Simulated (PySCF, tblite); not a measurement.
**C₆H₇FO+ (doublet): geometry, infrared bands and EPR parameters**

What infrared bands and EPR parameters should C₆H₇FO+ (doublet) (`[O+]=C[C@@H]1[C@H](F)C12CC2`) show?

The runs use tblite 0.8.0 and PySCF 2.14.0, with density-fitted response routines of our own; the level of theory stands in each step. All values are computed, except where a source is named. Atoms are numbered from 0 throughout.

### 1 Starting geometry

15 atoms, charge 1, multiplicity 2; geometry from: force field or distance geometry start.

Bonds of the start (Å): O0–C1 1.23, C1–C2 1.51, C2–C3 1.52, C3–F4 1.40, C3–C5 1.43, C5–C6 1.43, C6–C7 1.52, C5–C2 1.41, C7–C5 1.44, C1–H8 1.08, C2–H9 1.12, C3–H10 1.12, C6–H11 1.11, C6–H12 1.11, C7–H13 1.12, C7–H14 1.11.

### 2 Relaxing the molecule with GFN2-xTB

Job settings and geometry (Å):

```
{"job": {"kind": "relax", "xc": "GFN2-xTB", "basis": "xTB"}, "charge": 1, "multiplicity": 2}
O     -2.052500     1.373200    -0.101500
C     -2.100100     0.213600    -0.512000
C     -0.851500    -0.610800    -0.280600
C     -0.307200    -0.650800     1.141300
F     -1.087000     0.119400     2.014800
C      0.422800    -0.110700     0.043000
C      1.755900    -0.256600    -0.452200
C      1.171100     1.112300    -0.128800
H     -2.978300    -0.201800    -0.989000
H     -0.967700    -1.656400    -0.668700
H     -0.126000    -1.669900     1.571100
H      2.564200    -0.586100     0.238000
H      1.890900    -0.455600    -1.531100
H      0.914900     1.742200    -1.018800
H      1.746200     1.645900     0.652500
```

Command:

```
$ OMP_NUM_THREADS=1 python probes_run.py task.json out
```

This one command runs all jobs of the session in turn.

Standard output:

```text
step      E/eV     max force
  0    -668.80621    4.953
  1    -669.28540    5.531
  2    -669.45347    2.268
  3    -669.57064    1.290
  4    -669.66892    0.730
  5    -669.71012    0.701
  6    -669.73699    0.377
  7    -669.75151    0.358
  8    -669.77107    0.364
  9    -669.78091    0.220
 10    -669.78696    0.199
 11    -669.79090    0.154
 12    -669.79399    0.127
 13    -669.79621    0.114
 14    -669.79834    0.122
 15    -669.80056    0.154
 16    -669.80275    0.149
 17    -669.80484    0.130
 18    -669.80695    0.147
 19    -669.80920    0.127
 20    -669.81146    0.130
 21    -669.81363    0.127
 22    -669.81587    0.158
 23    -669.81824    0.154
 24    -669.82021    0.107
 25    -669.82142    0.084
 26    -669.82218    0.058
 27    -669.82275    0.060
 28    -669.82331    0.068
 29    -669.82378    0.054
 30    -669.82414    0.050
 31    -669.82448    0.045
 32    -669.82487    0.053
 33    -669.82525    0.049
 34    -669.82554    0.039
 35    -669.82577    0.035
 36    -669.82601    0.040
 37    -669.82630    0.047
 38    -669.82659    0.040
 39    -669.82684    0.041
 40    -669.82702    0.035
 41    -669.82713    0.025
 42    -669.82720    0.019
 43    -669.82724    0.016
 44    -669.82728    0.017
 45    -669.82733    0.017
 46    -669.82737    0.015
 47    -669.82741    0.016
 48    -669.82744    0.017
 49    -669.82747    0.016
 50    -669.82750    0.017
 51    -669.82752    0.016
 52    -669.82755    0.013
 53    -669.82757    0.012
 54    -669.82759    0.015
 55    -669.82762    0.022
 56    -669.82766    0.025
 57    -669.82770    0.020
 58    -669.82773    0.017
 59    -669.82776    0.014
 60    -669.82778    0.013
 61    -669.82781    0.014
 62    -669.82783    0.012
 63    -669.82786    0.013
 64    -669.82789    0.017
 65    -669.82794    0.025
 66    -669.82801    0.033
 67    -669.82810    0.032
 68    -669.82818    0.023
 69    -669.82824    0.026
 70    -669.82831    0.025
 71    -669.82838    0.025
 72    -669.82846    0.024
 73    -669.82852    0.028
 74    -669.82857    0.055
 75    -669.82865    0.031
 76    -669.82875    0.046
 77    -669.82886    0.048
 78    -669.82894    0.042
 79    -669.82902    0.021
 80    -669.82907    0.033
 81    -669.82911    0.036
 82    -669.82915    0.016
 83    -669.82919    0.027
 84    -669.82921    0.021
 85    -669.82922    0.014
 86    -669.82924    0.008
```

Wall time 0.27 s (1 thread of AMD EPYC 9R45, shared host).

Relaxation path: (not every step is listed)

| step | energy from step 0 (eV) | largest force (eV/Å) |
| --- | --- | --- |
| 0 | 0.0000 | 4.9525 |
| 1 | -0.4792 | 5.5308 |
| 2 | -0.6473 | 2.2682 |
| 3 | -0.7644 | 1.2897 |
| 4 | -0.8627 | 0.7303 |
| 5 | -0.9039 | 0.7006 |
| 6 | -0.9308 | 0.3771 |
| 7 | -0.9453 | 0.3576 |
| 8 | -0.9649 | 0.3640 |
| 15 | -0.9944 | 0.1545 |
| 22 | -1.0097 | 0.1578 |
| 29 | -1.0176 | 0.0540 |
| 36 | -1.0198 | 0.0398 |
| 43 | -1.0210 | 0.0163 |
| 50 | -1.0213 | 0.0171 |
| 57 | -1.0215 | 0.0197 |
| 64 | -1.0217 | 0.0175 |
| 71 | -1.0222 | 0.0248 |
| 78 | -1.0227 | 0.0425 |
| 81 | -1.0229 | 0.0365 |
| 82 | -1.0229 | 0.0156 |
| 83 | -1.0230 | 0.0273 |
| 84 | -1.0230 | 0.0211 |
| 85 | -1.0230 | 0.0140 |
| 86 | -1.0230 | 0.0077 |

Close pairs (by a distance rule), those that changed most:

| bond | before (Å) | after (Å) | change (Å) |
| --- | --- | --- | --- |
| C2–C5 | 1.407 | 1.494 | +0.087 |
| C3–C5 | 1.425 | 1.505 | +0.080 |
| C3–F4 | 1.402 | 1.331 | -0.071 |
| O0–C1 | 1.231 | 1.178 | -0.053 |
| C5–C6 | 1.430 | 1.482 | +0.052 |
| C5–C7 | 1.444 | 1.483 | +0.039 |
| C2–H9 | 1.121 | 1.084 | -0.038 |
| C1–H8 | 1.082 | 1.116 | +0.033 |

The final coordinates are the input of the step that follows.

### 3 Infrared spectrum with GFN2-xTB

Job settings and geometry (Å):

```
{"job": {"kind": "ir", "xc": "GFN2-xTB", "basis": "xTB"}, "charge": 1, "multiplicity": 2}
O     -1.967181     1.447110    -0.479870
C     -1.985837     0.272689    -0.572745
C     -0.920174    -0.715010    -0.206770
C     -0.397678    -0.685242     1.224658
F     -0.901418     0.211707     2.068623
C      0.437997    -0.165993     0.085219
C      1.769982    -0.201019    -0.562734
C      1.197220     1.098608    -0.072161
H     -2.867663    -0.283048    -0.970397
H     -1.007967    -1.686636    -0.678715
H     -0.138376    -1.609888     1.735552
H      2.580990    -0.655657    -0.006723
H      1.805122    -0.401836    -1.623931
H      0.775670     1.816339    -0.771330
H      1.614900     1.565866     0.809411
```

Standard output:

```text
mode    cm-1     km/mol
  1      29.2      5.10
  2     128.4      1.68
  3     166.3      1.64
  4     188.4      6.94
  5     194.5     16.99
  6     339.7      1.43
  7     441.6     15.34
  8     469.4      7.89
  9     608.1     12.81
 10     639.9     35.68
 11     699.8     58.29
 12     751.1     17.45
 13     791.6      9.19
 14     854.8     18.52
 15     861.1      8.32
 16     887.9     60.22
 17     921.9     33.77
 18     975.3     26.16
 19     996.6     38.42
 20    1018.5     29.43
 21    1051.3      5.70
 22    1070.8      6.61
 23    1074.9      4.75
 24    1099.2      2.76
 25    1170.2     94.86
 26    1200.6      9.01
 27    1215.6     16.00
 28    1255.8     63.25
 29    1357.1     64.83
 30    1399.7     25.03
 31    1475.2     63.67
 32    1832.2    252.99
 33    2655.9    133.81
 34    2999.3     17.92
 35    3000.7     55.29
 36    3048.3     57.49
 37    3051.9     10.42
 38    3079.2     16.50
 39    3095.8      1.97
```

It took 0.24 s on 1 thread of AMD EPYC 9R45, shared host.

The strongest bands and the atoms that carry them (share of the mass-weighted mode):

| cm⁻¹ | km/mol | atoms |
| --- | --- | --- |
| 700 | 58.3 | H13 19 %, C5 13 %, H11 13 %, H14 12 % |
| 888 | 60.2 | H13 33 %, H14 16 %, H11 12 %, H12 10 % |
| 1170 | 94.9 | H10 41 %, C3 20 %, F4 17 % |
| 1256 | 63.2 | C3 35 %, H10 34 % |
| 1357 | 64.8 | H14 32 %, H13 31 %, H11 16 %, H12 13 % |
| 1475 | 63.7 | C5 47 %, C6 19 %, C7 16 % |
| 1832 | 253.0 | C1 56 %, O0 42 % |
| 2656 | 133.8 | H8 94 % |

### 4 EPR parameters: B3LYP/pcH-1

Same as in step 3 but for these lines:

```diff
@@ -1,2 +1,2 @@
-{"job": {"kind": "ir", "xc": "GFN2-xTB", "basis": "xTB"}, "charge": 1, "multiplicity": 2}
+{"job": {"kind": "epr", "basis": "pcH-1"}, "charge": 1, "multiplicity": 2}
 O     -1.967181     1.447110    -0.479870
```

With the program's defaults for keys left out, this is: UKS B3LYP, pcH-1 on C F H O, non-relativistic, mean-field spin-orbit, GIAO.

Standard output:

```text
UKS, coarse grid
  cycle   1  E = -407.31388893  |g| = 6.76e-01
  cycle   2  E = -406.17263266  |g| = 1.74e+00
  cycle   3  E = -407.46800261  |g| = 2.51e-01
  cycle   4  E = -407.47867468  |g| = 2.14e-01
  cycle   5  E = -407.49790981  |g| = 5.38e-02
  cycle   6  E = -407.49855004  |g| = 4.03e-02
  cycle   7  E = -407.49921011  |g| = 1.97e-02
  cycle   8  E = -407.49933045  |g| = 1.19e-02
  cycle   9  E = -407.49940822  |g| = 3.88e-03
  cycle  10  E = -407.49941792  |g| = 1.46e-03
  cycle  11  E = -407.49941986  |g| = 8.87e-04
UKS, final grid
  cycle   1  E = -407.49937387  |g| = 2.67e-03
  cycle   2  E = -407.49933012  |g| = 1.03e-02
  cycle   3  E = -407.49937735  |g| = 4.17e-04
  cycle   4  E = -407.49937742  |g| = 2.20e-04
  cycle   5  E = -407.49937753  |g| = 8.33e-05
  cycle   6  E = -407.49937754  |g| = 2.57e-05
  cycle   7  E = -407.49937754  |g| = 1.29e-05
E = -407.49937754 Eh   <S^2> = 0.7543 (exact 0.7500)
g shifts (ppm)      1          2          3
  rmc          -233       -233       -233
  gc             35         -1         12
  oz_so        -631       1398       6798
  total        -829       1165       6578
hyperfine (MHz)  atom isotope    a_iso     a_fc   dipolar eigenvalues
    0   17O     -23.51     -23.51   -116.40     53.27     63.12
    1   13C     -46.55     -46.55    -15.37     -1.83     17.20
    2   13C     -12.33     -12.33    -19.36    -16.11     35.46
    3   13C       4.59       4.59    -13.06    -12.07     25.13
    4   19F      22.89      22.89    -72.27    -65.04    137.31
    5   13C       2.53       2.53    -23.45    -20.43     43.88
    6   13C      -6.44      -6.44     -3.41     -1.71      5.13
    7   13C      -3.72      -3.72     -6.82     -6.37     13.20
    8    1H     320.62     320.62     -6.70     -5.66     12.36
    9    1H      -9.93      -9.93     -8.35     -1.33      9.68
   10    1H       6.12       6.12     -7.01     -2.34      9.35
   11    1H      43.52      43.52     -3.16     -0.63      3.79
   12    1H      -0.09      -0.09     -2.36     -1.56      3.92
   13    1H      68.99      68.99     -6.58     -0.48      7.06
   14    1H       4.29       4.29     -3.71     -2.69      6.40
```

Run time: 34 s. Hardware: 1 thread of AMD EPYC 9R45, shared host; peak memory 1.1 GiB.

Principal g values 2.00149, 2.00348, 2.00890; g(iso) = 2.00462, against 2.00232 for a free electron.

Hyperfine couplings, nucleus by nucleus at this fixed geometry (no averaging over rotations):

| nuclei | isotope | a(iso) (MHz) | a(iso) (G, at g = 2.0023) | largest dipolar term (MHz) |
| --- | --- | --- | --- | --- |
| H8 | 1H | 320.6 | 114.4 | 12.4 |
| H13 | 1H | 69.0 | 24.6 | 7.1 |
| C1 | 13C | -46.6 | -16.6 | 17.2 |
| H11 | 1H | 43.5 | 15.5 | 3.8 |
| O0 | 17O | -23.5 | -8.4 | -116.4 |
| F4 | 19F | 22.9 | 8.2 | 137.3 |
| C2 | 13C | -12.3 | -4.4 | 35.5 |
| H9 | 1H | -9.9 | -3.5 | 9.7 |
| C6 | 13C | -6.4 | -2.3 | 5.1 |
| H10 | 1H | 6.1 | 2.2 | 9.3 |
| C3 | 13C | 4.6 | 1.6 | 25.1 |
| H14 | 1H | 4.3 | 1.5 | 6.4 |
| C7 | 13C | -3.7 | -1.3 | 13.2 |
| C5 | 13C | 2.5 | 0.9 | 43.9 |

Mulliken spin populations:

O0 0.38; C1 -0.03; C2 0.09; C3 0.10; F4 0.03; C5 0.21; C6 0.00; C7 0.05; H8 0.13; H9 -0.01; H10 0.00; H11 0.01; H12 0.00; H13 0.02; H14 0.00

In first order the couplings over 0.8 MHz of 1H, 19F give 128 distinct lines over 170.0 G.

The fields below are evaluated on a grid from the run's orbitals.

ELF in a plane through or near 5 of the atoms.

Values, 10 rows by 14 columns:
```
0.00 0.00 0.00 0.00 0.00 0.00 0.00 0.00 0.00 0.00 0.00 0.00 0.00 0.00
0.00 0.00 0.00 0.00 0.00 0.00 0.00 0.00 0.00 0.00 0.00 0.00 0.00 0.00
0.00 0.00 0.00 0.00 0.02 0.78 0.85 0.00 0.20 0.49 0.25 0.01 0.00 0.00
0.00 0.00 0.00 0.02 0.18 0.98 0.99 0.02 0.80 0.35 0.69 0.07 0.00 0.00
0.00 0.00 0.00 0.10 0.60 0.73 0.68 0.11 0.10 0.75 0.38 0.04 0.00 0.00
0.00 0.00 0.00 0.03 0.09 0.23 0.73 0.42 0.15 0.13 0.09 0.03 0.00 0.00
0.00 0.00 0.00 0.14 0.08 0.05 0.57 0.28 0.35 0.13 0.01 0.00 0.00 0.00
0.00 0.00 0.00 0.00 0.00 0.00 0.49 1.00 0.93 0.05 0.00 0.00 0.00 0.00
0.00 0.00 0.00 0.00 0.00 0.00 0.19 0.96 0.76 0.01 0.00 0.00 0.00 0.00
0.00 0.00 0.00 0.00 0.00 0.00 0.00 0.00 0.00 0.00 0.00 0.00 0.00 0.00
```
The map spans 10.9 Å across and 9.8 Å up, centred on the molecule. Atoms in the plane (x, y in Å): O0 (1.8, 1.6), C3 (0.5, -1.2), C7 (-1.3, 0.8), H10 (0.4, -2.3), H13 (-1.0, 1.8).

log10 of the density (e/Å³) in the same plane.

Values, 10 rows by 14 columns:
```
-4.0 -4.0 -4.0 -4.0 -4.0 -4.0 -4.0 -4.0 -4.0 -4.0 -4.0 -4.0 -4.0 -4.0
-4.0 -4.0 -4.0 -4.0 -4.0 -3.7 -3.8 -4.0 -4.0 -3.5 -4.0 -4.0 -4.0 -4.0
-4.0 -4.0 -4.0 -3.5 -2.6 -1.7 -1.8 -2.4 -1.6 -1.1 -1.7 -2.8 -4.0 -4.0
-4.0 -4.0 -3.7 -2.3 -1.3 -0.1 -0.2 -1.4 -0.3  1.1 -0.5 -1.9 -3.7 -4.0
-4.0 -4.0 -3.0 -1.6 -0.5  1.7  0.0 -1.1 -0.8  0.1 -0.7 -1.8 -3.2 -4.0
-4.0 -4.0 -2.9 -1.7 -1.0 -0.5 -0.1 -0.3 -0.6 -0.9 -1.6 -2.4 -3.6 -4.0
-4.0 -4.0 -3.2 -2.1 -1.8 -1.5 -0.6  0.9  0.2 -1.1 -2.4 -3.4 -4.0 -4.0
-4.0 -4.0 -4.0 -3.4 -3.1 -2.4 -1.3  0.1 -0.4 -1.8 -3.2 -4.0 -4.0 -4.0
-4.0 -4.0 -4.0 -4.0 -4.0 -3.5 -2.4 -1.6 -1.8 -2.9 -4.0 -4.0 -4.0 -4.0
-4.0 -4.0 -4.0 -4.0 -4.0 -4.0 -4.0 -3.7 -3.8 -4.0 -4.0 -4.0 -4.0 -4.0
```
The map spans 10.9 Å across and 9.8 Å up, centred on the molecule. Atoms in the plane (x, y in Å): O0 (1.8, 1.6), C3 (0.5, -1.2), C7 (-1.3, 0.8), H10 (0.4, -2.3), H13 (-1.0, 1.8).

On the surface of density 0.002 e/bohr³ the electrostatic potential runs, from the 1st to the 99th percentile, from 3.03 V near F4 to 6.40 V near H8.

The spin density lies nearest to O0 32 %; C5 16 %; H8 12 %; C2, C3 about 9 % each.

### 5 Outcome

| quantity | value |
| --- | --- |
| strongest single infrared mode (GFN2-xTB) | 1832 cm⁻¹, 253 km/mol |
| zero-point energy (GFN2-xTB) | 68.8 kcal/mol |
| g(iso) (B3LYP) | 2.00462 |
| ⟨S²⟩ | 0.754 (exact 0.75) |
| largest a(iso) | 1H on H8, 320.6 MHz |

**Reading.** Relaxing lowered the energy by 1.023 eV in 86 steps; the close pair that moved most is C2–C5, from 1.407 to 1.494 Å. No mode is imaginary among the 39: a minimum at this level. The strongest single mode, at 1832 cm⁻¹, moves mainly C1 and O0. GFN2-xTB is a fitted tight-binding method: band positions and strengths are rough. Its intensities can rank the bands wrongly. O0 carries the largest spin population, 0.38 e. The isotropic g lies 2.3 ppt above the free-electron value.
